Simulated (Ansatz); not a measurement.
# H7N2OScSi: basis-set convergence

The task here is to estimate one member of a computed series from the others.

Program: Ansatz 0.2.0, Gaussian basis. Level of theory: one geometry, several basis sets. These are calculated values, not measurements.

Levels to be run: PBE0-D4/def2-SVP; ωB97M-V/def2-SVP; PBE0-D4/def2-QZVPP; ωB97M-V/def2-QZVPP; the functionals' def2-TZVPP values are taken from earlier runs.

### Structure used throughout

An earlier PBE0-D4 in a triple-zeta def2 set relaxation fixed the geometry.

SMILES `[NH2][Sc]([NH2])[O][SiH3]`, 12 atoms, charge 0, spin multiplicity 1.

Atoms are counted from 1 here; the program's logs count them from 0.

Bond lengths: N1–Sc2 1.986 Å, N1–H6 1.013 Å, N1–H7 1.012 Å, Sc2–N3 1.985 Å, Sc2–O4 1.906 Å, N3–H8 1.013 Å, N3–H9 1.012 Å, O4–Si5 1.623 Å, Si5–H10 1.491 Å, Si5–H11 1.491 Å, Si5–H12 1.491 Å. Angles: Sc2–N1–H6 126.1°, Sc2–N1–H7 126.9°, H6–N1–H7 107.0°, N1–Sc2–N3 118.7°, N1–Sc2–O4 120.8°, N3–Sc2–O4 120.6°, Sc2–N3–H8 126.2°, Sc2–N3–H9 126.7°, H8–N3–H9 107.0°, Sc2–O4–Si5 179.0°, O4–Si5–H10 110.9°, O4–Si5–H11 111.0°, O4–Si5–H12 110.8°, H10–Si5–H11 107.9°, H10–Si5–H12 108.1°, H11–Si5–H12 108.0°.

Set-up of the first run:

File in.yaml:

```yaml
crystal:
  periodic: [false, false, false]
  atoms:
    - {symbol: N, position_ang: [-1.018324, 1.783115, 1.499620]}
    - {symbol: Sc, position_ang: [-0.215631, 0.096695, 0.825144]}
    - {symbol: N, position_ang: [0.070818, -1.397956, 2.100264]}
    - {symbol: O, position_ang: [0.265479, -0.088510, -1.009944]}
    - {symbol: Si, position_ang: [0.676637, -0.274106, -2.569105]}
    - {symbol: H, position_ang: [-1.305662, 1.967014, 2.453280]}
    - {symbol: H, position_ang: [-1.219376, 2.617775, 0.963383]}
    - {symbol: H, position_ang: [-0.154640, -1.393977, 3.087640]}
    - {symbol: H, position_ang: [0.466823, -2.305586, 1.890180]}
    - {symbol: H, position_ang: [1.653052, 0.771040, -2.988586]}
    - {symbol: H, position_ang: [1.302151, -1.607093, -2.802193]}
    - {symbol: H, position_ang: [-0.521339, -0.168410, -3.449672]}
basis:
  gaussian: {orbitals: def2-SVP}
hamiltonian: {xc: pbe0, dispersion: d4}
output: {orbitals: {seedname: orbitals}}
```

On the command line:

```
$ ansatz run in.yaml --threads 4 --pin off --events-out ev --progress --plain --max-ram 11315MiB
```

Steps of the session up to this table: PBE0-D4 in def2-SVP; ωB97M-V in def2-SVP; PBE0-D4 in def2-QZVPP; ωB97M-V in def2-QZVPP.

One of the session's tables, all rows but one given; the rest of the session is left out.

It belongs to the step «Density functionals: the series». 

| functional | basis | HOMO (eV) | LUMO (eV) |
| --- | --- | --- | --- |
| PBE0-D4 | def2-SVP | -6.62 | -1.17 |
| PBE0-D4 | def2-TZVPP | -7.01 | -1.42 |
| PBE0-D4 | def2-QZVPP | ? | ? |
| ωB97M-V | def2-SVP | -9.02 | 0.10 |
| ωB97M-V | def2-TZVPP | -9.41 | 0.00 |
| ωB97M-V | def2-QZVPP | -9.44 | -0.13 |

Estimate the missing values for PBE0-D4, def2-QZVPP.

**Answer.** HOMO (eV): -7.04; LUMO (eV): -1.44. In the column «HOMO (eV)» it lies between ωB97M-V, def2-SVP (-9.02) and PBE0-D4, def2-TZVPP (-7.01).
